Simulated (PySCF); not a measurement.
# A diatomic session: SiSe

An exercise on one series of results from a longer session: the logs are not shown, and one member is left open.

Program: PySCF 2.14.0. Level of theory: Si x2c-SVPall, Se x2c-SVPall, spin-free X2C with a Gaussian nucleus. These are calculated values, not measurements.

The first run:

The job is set up so:

```yaml
atoms: Si, Se
charge: 0
basis: Si x2c-SVPall, Se x2c-SVPall
Hamiltonian: spin-free X2C with a Gaussian nucleus
basis_functions: 50
electrons_treated: 48
masses_in_u: 27.9769, 79.9165
levels: PBE0, PBE, r²SCAN, TPSSh, r²SCANh, M06, ωB97X, HF, MP2, SCS-MP2, CCSD, CCSD(T)
grid: 80 radial by 434 angular points
occupations: held fixed by the projection of orbital angular momentum
dissociation_limit: Si + Se, each in its ground configuration
starting_distance_in_angstrom: 2.230
values_of_2S_to_try: 0, 2, 4
```

Started as:

```console
OMP_NUM_THREADS=1 python dia.py task.json out
```

Steps of the session up to this table: Set-up; PBE0 along the bond; Excited determinants; PBE; r²SCAN (meta-GGA); TPSSh (hybrid meta-GGA); r²SCANh (hybrid meta-GGA); M06 (hybrid meta-GGA); ωB97X; RHF (mean field); Adding correlation.

One table of the session follows, with a row left open; its other results are not shown here.

It belongs to the step «The curves together». Energy (eV) from each level's lowest point:

```
R (Å)    RHF  RHF-MP2  RHF-SCS-MP2  RHF-CCSD  RHF-CCSD(T)
1.778  1.555    1.781        1.780       n/a          n/a
1.861  0.636    0.808        0.806     0.781        0.845
1.944  0.154    0.264        0.262     0.245        0.286
2.006  0.007    0.064        0.063     0.054        0.076
2.068  0.000    0.000        0.000     0.000        0.000
2.130      ?        ?            ?         ?            ?
2.213  0.361    0.213        0.217     0.244        0.182
2.316  0.824    0.562        0.570     0.619        0.502
2.440  1.497    1.101        1.113     1.185        0.988
2.606  2.473    1.941        1.953       n/a          n/a
```

**Question.** Estimate the row for R (Å) = 2.130.

Worked estimate for «RHF». A straight line through the neighbours (2.068, 0.000) and (2.213, 0.361) gives 0.000 + (0.361 − 0.000) × (2.130 − 2.068) / (2.213 − 2.068) = 0.154; a parabola fitted to 4 rows on both sides gives 0.110.

As computed: RHF: 0.101; RHF-MP2: 0.040; RHF-SCS-MP2: 0.041; RHF-CCSD: 0.052; RHF-CCSD(T): 0.027. In «RHF» the line misses by +0.053 and the parabola by +0.009.

State 2 has its PBE0 minimum 2.55 eV higher. State 3 has its PBE0 minimum 4.87 eV higher. The other levels ran on the lowest alone.
